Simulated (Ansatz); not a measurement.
**CH7AlClNSi: one species, many methods**

The task here is to estimate one member of a computed series from the others.

Program: Ansatz 0.2.0, Gaussian basis. Level of theory: functionals in def2-TZVPP, the program's frozen cores in correlated methods. These are calculated values, not measurements.

Levels to be run: PBE-D4, r2SCAN-D4, PBE0-D4, B3LYP-D4, ωB97X-V, ωB97M-V, B2PLYP; CCSD(T)/def2-TZVPP; MP2/def2-QZVPP; extrapolation to the limit.

## The relaxed structure

An earlier PBE0-D4 in a triple-zeta def2 set relaxation fixed the geometry.

SMILES `C[SiH](Cl)[NH][AlH2]`, 12 atoms, charge 0, spin multiplicity 1.

Atoms are counted from 1 here; the program's logs count them from 0.

Bond lengths: C1–Si2 1.856 Å, C1–H6 1.092 Å, C1–H7 1.093 Å, C1–H8 1.093 Å, Si2–Cl3 2.076 Å, Si2–N4 1.713 Å, Si2–H9 1.481 Å, N4–Al5 1.787 Å, N4–H10 1.013 Å, Al5–H11 1.582 Å, Al5–H12 1.579 Å. Angles: Si2–C1–H6 110.7°, Si2–C1–H7 110.4°, Si2–C1–H8 110.7°, H6–C1–H7 108.7°, H6–C1–H8 107.9°, H7–C1–H8 108.4°, C1–Si2–Cl3 106.5°, C1–Si2–N4 113.0°, C1–Si2–H9 112.7°, Cl3–Si2–N4 111.0°, Cl3–Si2–H9 106.2°, N4–Si2–H9 107.2°, Si2–N4–Al5 128.7°, Si2–N4–H10 114.8°, Al5–N4–H10 116.4°, N4–Al5–H11 117.3°, N4–Al5–H12 117.9°, H11–Al5–H12 124.8°.

Set-up of the first run:

in.yaml

```yaml
crystal:
  periodic: [false, false, false]
  atoms:
    - {symbol: C, position_ang: [-1.866191, 0.791033, -0.422858]}
    - {symbol: Si, position_ang: [-0.019786, 0.746503, -0.240663]}
    - {symbol: Cl, position_ang: [0.527132, 2.527878, 0.673703]}
    - {symbol: N, position_ang: [0.531184, -0.601277, 0.660874]}
    - {symbol: Al, position_ang: [1.934930, -1.660399, 0.341300]}
    - {symbol: H, position_ang: [-2.177308, 1.671990, -0.988114]}
    - {symbol: H, position_ang: [-2.218702, -0.101930, -0.945144]}
    - {symbol: H, position_ang: [-2.349935, 0.832182, 0.556406]}
    - {symbol: H, position_ang: [0.683145, 0.717322, -1.544128]}
    - {symbol: H, position_ang: [0.029762, -0.767473, 1.525187]}
    - {symbol: H, position_ang: [2.236371, -2.801592, 1.394961]}
    - {symbol: H, position_ang: [2.766298, -1.409338, -0.977525]}
basis:
  gaussian: {orbitals: def2-TZVPP}
hamiltonian: {xc: pbe, dispersion: d4}
output: {forces: true, orbitals: {seedname: orbitals}}
```

On the command line:

```sh
> ansatz run in.yaml --threads 4 --pin off --events-out ev --progress --plain --max-ram 10444MiB
```

Among the steps run: PBE-D4 (GGA); r2SCAN-D4 (meta-GGA); PBE0-D4 (hybrid); B3LYP-D4 (hybrid); ωB97X-V (range-separated); ωB97M-V (range-separated); B2PLYP (double hybrid); CCSD(T) in def2-TZVPP; MP2 in def2-QZVPP.

One of the session's tables, all rows but one given; the rest of the session is left out.

It belongs to the step «Atomisation energies». 

```
            method  atomisation energy (kcal/mol)
            PBE-D4                          973.3
         r2SCAN-D4                          971.5
           PBE0-D4                          964.9
          B3LYP-D4                          969.9
           ωB97X-V                          977.2
           ωB97M-V                          976.0
            B2PLYP                          958.7
     HF/def2-TZVPP                          723.5
    MP2/def2-TZVPP                          955.4
   CCSD/def2-TZVPP                          933.8
CCSD(T)/def2-TZVPP                          945.7
           MP2/CBS                          982.9
       CCSD(T)/CBS                              ?
```

**Question.** Estimate the row for CCSD(T)/CBS.

**Answer.** atomisation energy (kcal/mol): 973.2. In the column «atomisation energy (kcal/mol)» it lies between r2SCAN-D4 (971.5) and PBE-D4 (973.3).

To keep in mind: Free atoms (1 C, 1 Si, 1 Cl, 1 N, 1 Al, 7 H) were run apart at each level; the atomisation energy is their sum less the molecule, without zero-point or spin-orbit terms.
